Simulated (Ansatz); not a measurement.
# CH₄BOSb: a ladder of functionals and wavefunction methods

Aim: compute CH₄BOSb with functionals from several rungs and with coupled cluster, and see how far each lands from CCSD(T) at the basis-set limit for the atomisation energy.

Method: functionals in def2-TZVPP, the program's frozen cores in correlated methods; program: Ansatz 0.2.0, Gaussian basis.

Levels to be run: LDA (SPW92), PBE-D4, revPBE-D4, BLYP-D4, r2SCAN-D4, B97M-V, PBE0-D4, B3LYP-D4, r2SCANh-D4, r2SCAN0-D4, HSE06-D4, BHLYP-D4, CAM-B3LYP-D4, LC-ωPBE, ωB97X-V, ωB97M-V, B2PLYP, PBE-QIDH; CCSD(T)/def2-SVP; CCSD(T)/def2-TZVPP; MP2/def2-QZVPP; extrapolation to the limit; RPA on PBE.

**1. The relaxed structure**

All runs share one geometry, relaxed beforehand with PBE0-D4 in a triple-zeta def2 set. Sb takes the def2 core potential; no spin-orbit term is included.

8 atoms, charge 0, spin multiplicity 1.

Atoms are counted from 1 here; the program's logs count them from 0.

Bond lengths: O1–C2 1.333 Å, O1–H5 0.963 Å, C2–B3 1.490 Å, C2–H6 1.090 Å, B3–Sb4 2.118 Å, B3–H7 1.190 Å, Sb4–H8 1.715 Å. Angles: C2–O1–H5 110.9°, O1–C2–B3 122.4°, O1–C2–H6 114.7°, B3–C2–H6 122.9°, C2–B3–Sb4 100.5°, C2–B3–H7 126.3°, Sb4–B3–H7 125.1°, B3–Sb4–H8 95.9°.

**2. LDA**

This LDA is Slater exchange with PW92 correlation.

Contents of in.yaml:

```yaml
crystal:
  periodic: [false, false, false]
  atoms:
    - {symbol: O, position_ang: [-0.333901, 1.492649, -0.878542]}
    - {symbol: C, position_ang: [-0.151544, 0.519836, 0.014360]}
    - {symbol: B, position_ang: [1.153119, -0.181731, 0.176251]}
    - {symbol: Sb, position_ang: [0.506300, -2.197865, 0.206800]}
    - {symbol: H, position_ang: [-1.262208, 1.746139, -0.926715]}
    - {symbol: H, position_ang: [-1.038339, 0.261611, 0.592897]}
    - {symbol: H, position_ang: [2.209193, 0.191781, -0.226430]}
    - {symbol: H, position_ang: [-0.990519, -1.889622, 0.985579]}
basis:
  gaussian: {orbitals: def2-TZVPP}
hamiltonian: {xc: lda}
output: {orbitals: {seedname: orbitals}}
```

On the command line:

```
ansatz run in.yaml --threads 2 --pin off --events-out ev --progress --plain --max-ram 4352MiB
```

After this run come: PBE-D4 (GGA); revPBE-D4 (GGA); BLYP-D4 (GGA); r2SCAN-D4 (meta-GGA); B97M-V (meta-GGA); PBE0-D4 (hybrid); B3LYP-D4 (hybrid); r2SCANh-D4 (hybrid); r2SCAN0-D4 (hybrid); HSE06-D4 (hybrid); BHLYP-D4 (hybrid); CAM-B3LYP-D4 (range-separated); LC-ωPBE (range-separated); ωB97X-V (range-separated); ωB97M-V (range-separated); B2PLYP (double hybrid); PBE-QIDH (double hybrid); CCSD(T) in def2-SVP; CCSD(T) in def2-TZVPP; MP2 in def2-QZVPP; RPA on PBE orbitals.

Before running them: what should the planned runs give, taken together? Wanted: atomisation energy, CCSD(T)/CBS; farthest beyond LDA; mean size of error, GGA; mean size of error, meta-GGA; mean size of error, hybrid; mean size of error, range-separated; mean size of error, double hybrid; gap, smallest and largest; T1 diagnostic.

The runs gave:

| quantity | value |
| --- | --- |
| atomisation energy, CCSD(T)/CBS | 631.5 kcal/mol |
| functionals within 6.3 kcal/mol (1.0 %) | PBE0-D4, B3LYP-D4, r2SCANh-D4, HSE06-D4, CAM-B3LYP-D4, ωB97X-V, ωB97M-V, B2PLYP |
| farthest beyond LDA | PBE-D4 (+26.7 kcal/mol) |
| mean size of error, GGA | 15.4 kcal/mol |
| mean size of error, meta-GGA | 7.6 kcal/mol |
| mean size of error, hybrid | 8.6 kcal/mol |
| mean size of error, range-separated | 4.2 kcal/mol |
| mean size of error, double hybrid | 6.2 kcal/mol |
| gap, smallest and largest | 2.10 eV (BLYP-D4), 7.61 eV (LC-ωPBE) |
| T1 diagnostic | 0.0166 |
| triples share of the correlation energy | 4.3 % |

**Reading.** LDA overbinds by 119.9 kcal/mol (19 %). PBE-D4 misses by +26.7 kcal/mol. Double hybrids carry the basis error of their MP2 part in triple zeta, and no dispersion term here, so their miss is partly the set-up's. The rungs range-separated, double hybrid miss on average by less than the doubt on the reference (6.3 kcal/mol), so they tie; GGA functionals have the largest mean beyond LDA (15.4 kcal/mol). The reference freezes the cores and leaves out spin-orbit coupling and excitations past (T), and its outer-core shells are covered unevenly, so misses under about 6.3 kcal/mol can't be ranked. All levels share the lack of spin-orbit coupling, which lowers the free heavy atoms and so the true binding. Hartree-Fock recovers 66 % of the binding; the rest is correlation. CCSD(T) in def2-SVP is off by -43.7 kcal/mol, so the small basis spoils what the method gains. Orbital gaps span 2.1 to 7.6 eV; exact exchange widens them. The restricted reference is unstable towards a spin-broken one. Correlated methods include outer-core shells of Sb, which these sets cover unevenly.
